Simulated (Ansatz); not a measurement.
Crystal: CrAuS2.

```
Au Cr S
1.0
     1.77062    1.02227    7.10803
    -1.77062    1.02227    7.10803
     0.00000   -2.04454    7.10803
Au Cr S
1 1 2
Direct
  0.00000 0.00000 0.00000
  0.50000 0.50000 0.50000
  0.10768 0.10768 0.10768
  0.89232 0.89232 0.89232
```

The cell comes from a database or a generator and needn't be the stable form of this composition.

| Item | Value |
| --- | --- |
| Program | Ansatz 0.2.0 |
| Task | relaxation of cell and atoms |
| Functional | RPBE |
| Potentials or basis | Ansatz PAW |
| Cutoff | 420 eV (not typed: the program's choice for these potentials) |
| k mesh | 9 × 9 × 9 |
| Occupations | fermi-dirac, width 0.05 eV |
| Spin | collinear spin, ferromagnetic start |
| Starting moments | [0.0, 3.0, 0.0, 0.0] μB |

At the start: volume 19.30 Å³/atom.

**Question.** How do energy, volume and symmetry change on relaxing?

**Answer.** It ends after 5 steps and the volume is 20.30 Å³/atom (+5.2 %); space group R-3m (No. 166, to 0.05 Å); moment 3.00 μB per cell.

Step by step:
| step | energy change (eV) | largest force (eV/Å) | volume (Å³) |
| --- | --- | --- | --- |
| 1 | 0.0000 | 0.2183 | 77.20 |
| 2 | -0.0407 | 0.1355 | 80.52 |
| 3 | -0.0437 | 0.0318 | 81.25 |
| 4 | -0.0439 | 0.0007 | 81.21 |
| 5 | -0.0449 | 0.0006 | 81.21 |

Final structure:
```
Au Cr S
1.0
     1.81114    1.04566    7.14715
    -1.81114    1.04566    7.14715
     0.00000   -2.09132    7.14715
Au Cr S
1 1 2
Direct
  0.00000 0.00000 0.00000
  0.50000 0.50000 0.50000
  0.10864 0.10864 0.10864
  0.89136 0.89136 0.89136
```

Caveat: the plane-wave basis is chosen anew once the cell has moved, so the energies of steps on either side of that aren't comparable; a cell with one magnetic atom can't hold antiferromagnetic order, which such compounds often take; the PAW data sets come from PBE, with cores solved anew for the run's functional, which leaves a small shift of forces and pressure.
